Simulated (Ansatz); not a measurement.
# C3H7Cl2InO: one species, many methods

An exercise on one series of results from a longer session: the logs are not shown, and one member is left open.

Computed with Ansatz 0.2.0, Gaussian basis. Level: functionals in def2-TZVPP, the program's frozen cores in correlated methods.

Plan: LDA (SPW92), PBE-D4, revPBE-D4, BLYP-D4, r2SCAN-D4, B97M-V, PBE0-D4, B3LYP-D4, r2SCANh-D4, r2SCAN0-D4, HSE06-D4, BHLYP-D4, CAM-B3LYP-D4, LC-ωPBE, ωB97X-V, ωB97M-V, B2PLYP, PBE-QIDH; CCSD(T)/def2-SVP; MP2/def2-TZVPP; MP2/def2-QZVPP; RPA on PBE.

1 further run of the same task is left out (for a known fault of the program). Runs told in other sessions of the task aren't counted.

**The relaxed structure**

All runs share one geometry, relaxed beforehand with PBE0-D4 in a triple-zeta def2 set. In takes the def2 core potential; no spin-orbit term is included.

14 atoms, charge 0, spin multiplicity 1.

Atoms are counted from 1 here; the program's logs count them from 0.

Bond lengths: C1–C2 1.516 Å, C1–H8 1.095 Å, C1–H9 1.093 Å, C1–H10 1.093 Å, C2–C3 1.515 Å, C2–O4 1.423 Å, C2–H11 1.100 Å, C3–H12 1.093 Å, C3–H13 1.091 Å, C3–H14 1.093 Å, O4–In5 1.958 Å, In5–Cl6 2.310 Å, In5–Cl7 2.294 Å. Angles: C2–C1–H8 111.1°, C2–C1–H9 111.2°, C2–C1–H10 110.1°, H8–C1–H9 107.2°, H8–C1–H10 108.7°, H9–C1–H10 108.5°, C1–C2–C3 112.1°, C1–C2–O4 110.9°, C1–C2–H11 108.6°, C3–C2–O4 106.7°, C3–C2–H11 108.6°, O4–C2–H11 110.0°, C2–C3–H12 110.7°, C2–C3–H13 110.4°, C2–C3–H14 110.1°, H12–C3–H13 108.6°, H12–C3–H14 108.7°, H13–C3–H14 108.3° and more.

The first run:

in.yaml reads:

```yaml
crystal:
  periodic: [false, false, false]
  atoms:
    - {symbol: C, position_ang: [-0.460520, 0.493170, 1.211020]}
    - {symbol: C, position_ang: [-0.310113, -0.413153, 0.004804]}
    - {symbol: C, position_ang: [-0.208317, -1.872521, 0.398407]}
    - {symbol: O, position_ang: [0.873255, -0.101417, -0.720456]}
    - {symbol: In, position_ang: [1.050419, 1.589043, -1.693384]}
    - {symbol: Cl, position_ang: [-0.786914, 2.954605, -2.004397]}
    - {symbol: Cl, position_ang: [3.073231, 2.174545, -2.603937]}
    - {symbol: H, position_ang: [-0.569566, 1.539610, 0.906219]}
    - {symbol: H, position_ang: [-1.348199, 0.232020, 1.792122]}
    - {symbol: H, position_ang: [0.416164, 0.405565, 1.857943]}
    - {symbol: H, position_ang: [-1.191431, -0.285304, -0.641116]}
    - {symbol: H, position_ang: [-1.105850, -2.191177, 0.933874]}
    - {symbol: H, position_ang: [-0.090306, -2.498551, -0.487212]}
    - {symbol: H, position_ang: [0.658147, -2.026424, 1.046124]}
basis:
  gaussian: {orbitals: def2-TZVPP}
hamiltonian: {xc: lda}
output: {orbitals: {seedname: orbitals}}
```

Command:

```bash
> ansatz run in.yaml --threads 4 --pin off --events-out ev --progress --plain --max-ram 11315MiB
```

Among the steps run: LDA; PBE-D4 (GGA); revPBE-D4 (GGA); BLYP-D4 (GGA); r2SCAN-D4 (meta-GGA); B97M-V (meta-GGA); B3LYP-D4 (hybrid); r2SCANh-D4 (hybrid); r2SCAN0-D4 (hybrid); HSE06-D4 (hybrid); BHLYP-D4 (hybrid); CAM-B3LYP-D4 (range-separated); LC-ωPBE (range-separated); ωB97X-V (range-separated); ωB97M-V (range-separated); B2PLYP (double hybrid); PBE-QIDH (double hybrid).

One of the session's tables, all rows but one given; the rest of the session is left out.

It belongs to the step «Frontier levels by functional». 

| functional | HOMO (eV) | LUMO (eV) | gap (eV) |
| --- | --- | --- | --- |
| LDA (SPW92) | -6.86 | -3.61 | 3.25 |
| PBE-D4 | -6.67 | -3.28 | 3.39 |
| revPBE-D4 | -6.60 | -3.15 | 3.45 |
| BLYP-D4 | -6.58 | -3.23 | 3.35 |
| r2SCAN-D4 | -6.98 | -3.10 | 3.88 |
| B97M-V | -7.10 | -3.16 | 3.94 |
| PBE0-D4 | -8.16 | -2.41 | 5.75 |
| B3LYP-D4 | -7.93 | -2.72 | 5.21 |
| r2SCANh-D4 | -7.53 | -2.78 | 4.75 |
| r2SCAN0-D4 | -8.38 | -2.30 | 6.07 |
| HSE06-D4 | ? | ? | ? |
| BHLYP-D4 | -9.61 | -1.53 | 8.08 |
| CAM-B3LYP-D4 | -9.61 | -1.46 | 8.15 |
| LC-ωPBE | -10.93 | -0.15 | 10.78 |
| ωB97X-V | -10.62 | -0.34 | 10.28 |
| ωB97M-V | -10.54 | -0.47 | 10.07 |

Q: Estimate the row for HSE06-D4 from the others.

As computed: HOMO (eV): -7.75; LUMO (eV): -2.78; gap (eV): 4.97. In the column «HOMO (eV)» it lies between B3LYP-D4 (-7.93) and r2SCANh-D4 (-7.53).
